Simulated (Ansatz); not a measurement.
# BeSe4: the cost of one run

Program: Ansatz 0.2.0. Level of theory: DFT PBE, scalar-relativistic, plane waves, PAW. These are calculated values, not measurements.

## 1. The system as given

The structure is orthorhombic, space group Cmmm (No. 65). The conventional cell has a = 7.897 Å, b = 8.401 Å, c = 3.513 Å, α = 90.00°, β = 90.00°, γ = 90.00°. Be (site symmetry mmm) has 6 Se at 2.21 to 2.33 Å in its first shell of neighbours. Se (site symmetry 2mm) has 1 Be at 2.21 Å in its first shell of neighbours. Se (site symmetry m2m) has 2 Be at 2.33 Å in its first shell of neighbours.

As a file:

```
CELL_PARAMETERS angstrom
3.94845 -4.20029 0.00000
3.94845 4.20029 0.00000
0.00000 0.00000 3.51317
ATOMIC_POSITIONS crystal
Be 0.00000 0.00000 0.00000
Se 0.27967 0.27967 0.00000
Se 0.18155 0.81845 0.50000
Se 0.81845 0.18155 0.50000
Se 0.72033 0.72033 0.00000
```

A structure generator made this guess: species swapped into a database cell of OsCl4 (Cmmm, No. 65), with Be on the Os sites and Se on the Cl sites. Lengths come from tabulated atomic sizes and are only a guess.

## 2. Probe: one point on a coarse mesh

Input file input.yaml:

```yaml
crystal:
  lattice:
    - [3.9484494, -4.20029142, 0.0]
    - [3.9484494, 4.20029142, 0.0]
    - [0.0, 0.0, 3.51317357]
  atoms:
    - { symbol: Be, position: [0.0, 0.0, 0.0] }
    - { symbol: Se, position: [0.27966765, 0.27966765, 0.0] }
    - { symbol: Se, position: [0.18154614, 0.81845386, 0.5] }
    - { symbol: Se, position: [0.81845386, 0.18154614, 0.5] }
    - { symbol: Se, position: [0.72033235, 0.72033235, 0.0] }
basis:
  ecutwfc: 420
kpoints:
  mp_grid: { grid: [4, 4, 6] }
hamiltonian:
  xc: pbe
scf:
  occupations: { method: gaussian, width: 0.1 }
  lower_state_search: "off"
output:
  forces: true
  stress: true
  eigenvalues: true
```

Launch:

```console
ansatz run input.yaml --threads 1 --pin off --max-ram 2560MiB --backend cpu --events-out ev --progress --plain --runs-dir out
```

Q: Estimate wall time and peak memory on 1 thread of Arm Neoverse N1, shared host.

About 11 s, with a peak of 0.39 GiB.
